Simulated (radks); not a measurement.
# Nuclear size and the levels of Sn

Aim: how the total energy, the levels and the density at the nucleus of Sn respond when the nuclear radius is scaled.

Method: Dirac Kohn-Sham, relativistic LDA (MacDonald-Vosko exchange, VWN5 correlation), spin-unpolarised, spherical densities, finite nucleus; open shells fill j = l - 1/2 first. Code: radks (a radial shooting solver on a logarithmic mesh, Libxc functionals) version 1.

### 1 Starting point

```
element            : tin (Z = 50)
charge             : 0
electrons          : 50
configuration      : [Kr] 4d10 5s2 5p2
nuclear rms radius : 4.6519 fm
```

### 2 rms radius 4.6519 fm

The run's settings:

```text
Z 50
configuration [Kr] 4d10 5s2 5p2 6s0 4f0
relativity Dirac
functional lda_x_rel,vwn5
spin unpolarised
j_filling energy
nucleus finite rms 4.6519 fm
c 137.035999084
```

### 3 rms radius 4.0565 fm

Settings, as their differences from step 2:

```diff
@@ -6,3 +6,3 @@
 j_filling energy
-nucleus finite rms 4.6519 fm
+nucleus finite rms 4.0565 fm
 c 137.035999084
```

### 4 rms radius 4.2844 fm

Settings, as their differences from step 3:

```diff
@@ -6,3 +6,3 @@
 j_filling energy
-nucleus finite rms 4.0565 fm
+nucleus finite rms 4.2844 fm
 c 137.035999084
```

### 5 rms radius 5.0613 fm

Settings, as their differences from step 4:

```diff
@@ -6,3 +6,3 @@
 j_filling energy
-nucleus finite rms 4.2844 fm
+nucleus finite rms 5.0613 fm
 c 137.035999084
```

### 6 rms radius 5.5172 fm

Settings, as their differences from step 5:

```diff
@@ -6,3 +6,3 @@
 j_filling energy
-nucleus finite rms 5.0613 fm
+nucleus finite rms 5.5172 fm
 c 137.035999084
```

What does the calculation give? Wanted: for each run, rms radius; total energy shift; density at nucleus; 1s1/2 shift; 2s1/2 shift; 4s1/2 shift; 4p1/2 shift; 5s1/2 shift.

The runs gave:

| rms radius (fm) | total energy shift (eV) | density at nucleus (e/bohr³) | 1s1/2 shift (meV) | 2s1/2 shift (meV) | 4s1/2 shift (meV) | 4p1/2 shift (meV) | 5s1/2 shift (meV) |
| --- | --- | --- | --- | --- | --- | --- | --- |
| 4.0565 | -0.977 | 1.93e+05 | -408 | -46.7 | -1.76 | 0.152 | -0.152 |
| 4.2844 | -0.616 | 1.914e+05 | -257 | -29.5 | -1.11 | 0.0957 | -0.0961 |
| 4.6519 | 0 | 1.89e+05 | 0 | 0 | 0 | 0 | 0 |
| 5.0613 | 0.737 | 1.865e+05 | 308 | 35.2 | 1.33 | -0.114 | 0.115 |
| 5.5172 | 1.62 | 1.841e+05 | 676 | 77.4 | 2.91 | -0.251 | 0.253 |

Shifts are against the first run. Over the range the 1s1/2 level moves by 1.08 eV and the 5s1/2 level by 0.405 meV. A larger nucleus binds the 1s electrons less and lowers the density at its centre. These are shifts of eigenvalues, not the field shifts of spectral lines.
